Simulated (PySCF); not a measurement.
# [AlF4]− (fluoroaluminate): MP2/ANO-RCC-VDZP (sfX2C)

What is the vertical ionisation energy of [AlF4]− (fluoroaluminate) at MP2/ANO-RCC-VDZP (sfX2C)? Input form: a Python script.

Program for the calculation: PySCF 2.14.0.

### 1 Starting point

[AlF4]−: 5 atoms, total charge -1, spin state singlet. SMILES: `[F][Al-]([F])([F])[F]`. Geometry: relaxed at PBE0-D4/def2-TZVPD.

Bond lengths: F1–Al2 1.689 Å, Al2–F3 1.689 Å, Al2–F4 1.689 Å, Al2–F5 1.689 Å. Angles: F1–Al2–F3 109.5°, F1–Al2–F4 109.5°, F1–Al2–F5 109.5°, F3–Al2–F4 109.5°, F3–Al2–F5 109.5°, F4–Al2–F5 109.5°.

### 2 A single-point energy at MP2/ANO-RCC-VDZP (sfX2C)

job.py

```python
# [F][Al-]([F])([F])[F]
from pyscf import gto, scf, mp

system = gto.M(
    atom='''
F     -0.191807    -0.555579     3.136945
Al     0.000000     0.000000     0.000000
F     -2.537902     1.692817    -0.937682
F      0.065196    -2.777708    -1.570362
F      2.664325     1.640471    -0.628901
''',
    charge=-1,
    basis='ano-rcc-vdzp',
    verbose=3,
    unit='bohr',
    max_memory=1860,
)

mf = scf.RHF(system)
mf = mf.x2c()
mf.conv_tol = 1e-10
mf.kernel()
if not mf.converged:
    mf = mf.newton().run(mf.mo_coeff, mf.mo_occ)

pt = mp.MP2(mf, frozen=9).run()
energy = pt.e_tot
print('E(%s) = %.9f' % ('MP2', energy))
```

Launch:

```
$ OMP_NUM_THREADS=1 python job.py
```

What it wrote:

```text
converged SCF energy = -640.996454971678
E(RMP2) = -641.850320141686  E_corr = -0.853865170008838
E(SCS-RMP2) = -641.806731304834  E_corr = -0.810276333156024
E(MP2) = -641.850320142
```

It took 11 s on 1 thread of Arm Neoverse V1, shared host; peak memory 0.19 GiB.

### 3 Doublet neutral AlF4 at the same level

input.py

```python
from pyscf import gto, scf, mp

mol = gto.M(
    atom='''
F   -0.101500  -0.294000   1.660000
Al   0.000000   0.000000   0.000000
F   -1.343000   0.895800  -0.496200
F    0.034500  -1.469900  -0.831000
F    1.409900   0.868100  -0.332800
''',
    charge=0,
    basis='ano-rcc-vdzp',
    spin=1,
    verbose=4,
    max_memory=1860,
)

calc0 = scf.UHF(mol)
calc0 = calc0.sfx2c1e()
calc0.conv_tol = 1e-10
calc0.kernel()
if not calc0.converged:
    calc0 = calc0.newton().run(calc0.mo_coeff, calc0.mo_occ)

pt = mp.MP2(calc0, frozen=9).run()
e_tot = pt.e_tot
print('E(%s) = %.9f' % ('MP2', e_tot))
```

Launch:

```
$ OMP_NUM_THREADS=1 python input.py
```

What it wrote:

```text
PySCF version 2.14.0

[INPUT] num. atoms = 5
[INPUT] num. electrons = 49
[INPUT] charge = 0
[INPUT] spin (= nelec alpha-beta = 2S) = 1
[INPUT] symmetry False subgroup None
[INPUT] Mole.unit = angstrom
[INPUT] Symbol           X                Y                Z      unit          X                Y                Z       unit  Magmom
[INPUT]  1 F     -0.101500000000  -0.294000000000   1.660000000000 AA   -0.191807201643  -0.555579480622   3.136945366778 Bohr   0.0
[INPUT]  2 Al     0.000000000000   0.000000000000   0.000000000000 AA    0.000000000000   0.000000000000   0.000000000000 Bohr   0.0
[INPUT]  3 F     -1.343000000000   0.895800000000  -0.496200000000 AA   -2.537902185291   1.692816662385  -0.937682103009 Bohr   0.0
[INPUT]  4 F      0.034500000000  -1.469900000000  -0.831000000000 AA    0.065195551297  -2.777708430498  -1.570362409514 Bohr   0.0
[INPUT]  5 F      1.409900000000   0.868100000000  -0.332800000000 AA    2.664324863024   1.640471248735  -0.628900854255 Bohr   0.0

nuclear repulsion = 239.890506147188
number of shells = 15
number of NR pGTOs = 322
number of NR cGTOs = 74
basis = ano-rcc-vdzp
ecp = {}

******** <class 'pyscf.x2c.sfx2c1e.sfX2C1eUHF'> ********
method = sfX2C1eUHF
initial guess = minao
damping factor = 0
level_shift factor = 0
DIIS = <class 'pyscf.scf.diis.CDIIS'>
diis_start_cycle = 1
diis_space = 8
diis_damp = 0
SCF conv_tol = 1e-10
SCF conv_tol_grad = None
SCF max_cycles = 50
direct_scf = True
direct_scf_tol = 1e-13
number electrons alpha = 25  beta = 24

******** <class 'pyscf.x2c.sfx2c1e.SpinFreeX2CHelper'> ********
approx = 1e
xuncontract = 1
Set gradient conv threshold to 1e-05
init E= -640.504291667261
[... the frontier-level lines of each cycle are left out ...]


[... 103 lines left out ...]
cycle= 27 E= -640.644976164042  delta_E= 1.37e-09  |g|= 1.69e-05  |ddm|= 0.000106
cycle= 28 E= -640.644976163824  delta_E= 2.17e-10  |g|= 1.01e-05  |ddm|= 8.57e-05
cycle= 29 E= -640.644976163928  delta_E= -1.03e-10  |g|= 6.78e-06  |ddm|= 5.33e-05
cycle= 30 E= -640.644976164252  delta_E= -3.24e-10  |g|= 4.91e-06  |ddm|= 6.15e-05
cycle= 31 E= -640.644976164465  delta_E= -2.14e-10  |g|= 3.66e-06  |ddm|= 5.81e-05
cycle= 32 E= -640.644976164605  delta_E= -1.4e-10  |g|= 2.99e-06  |ddm|= 4.72e-05
cycle= 33 E= -640.644976164681  delta_E= -7.62e-11  |g|= 2.79e-06  |ddm|= 2.71e-05
Extra cycle  E= -640.644976164703  delta_E= -2.14e-11  |g|= 2.55e-06  |ddm|= 6.62e-06
converged SCF energy = -640.644976164703  <S^2> = 0.82339872  2S+1 = 2.0720991

******** <class 'pyscf.mp.ump2.UMP2'> ********
nocc = (np.int64(16), np.int64(15)), nmo = (65, 65)
frozen orbitals 9
E(UMP2) = -641.507038955902  E_corr = -0.862062791199398
E(SCS-UMP2) = -641.458169137412  E_corr = -0.81319297270883
E_corr(same-spin) = -0.255325819304363
E_corr(oppo-spin) = -0.606736971895035
E(MP2) = -641.507038956
```

It took 12 s on 1 thread of Arm Neoverse V1, shared host; peak memory 0.2 GiB.

### 4 What came out

Level: MP2/ANO-RCC-VDZP (sfX2C), 9 core orbitals frozen.

```
                                                                        quantity          value
                                                   singlet [AlF4]−: total energy  -641.85032 Eh
                            singlet [AlF4]−: HOMO energy (Hartree–Fock orbitals)      -11.27 eV
                            singlet [AlF4]−: LUMO energy (Hartree–Fock orbitals)        9.36 eV
          singlet [AlF4]−: HOMO–LUMO gap (to an unbound level, set by the basis)       20.63 eV
                    singlet [AlF4]−: correlation energy (9 core orbitals frozen)     -853.9 mEh
                                              doublet neutral AlF4: total energy  -641.50704 Eh
                      doublet neutral AlF4: dipole moment (Hartree–Fock density)         2.27 D
doublet neutral AlF4: HOMO energy (Hartree–Fock orbitals) (highest over α and β)      -14.53 eV
 doublet neutral AlF4: LUMO energy (Hartree–Fock orbitals) (lowest over α and β)       -7.97 eV
               doublet neutral AlF4: correlation energy (9 core orbitals frozen)     -862.1 mEh
                         doublet neutral AlF4: ⟨S²⟩ of the reference determinant          0.823
                             vertical detachment energy (to the doublet neutral)       9.341 eV
```

In words: The vertical ionisation energy comes to 9.34 eV (901 kJ/mol).
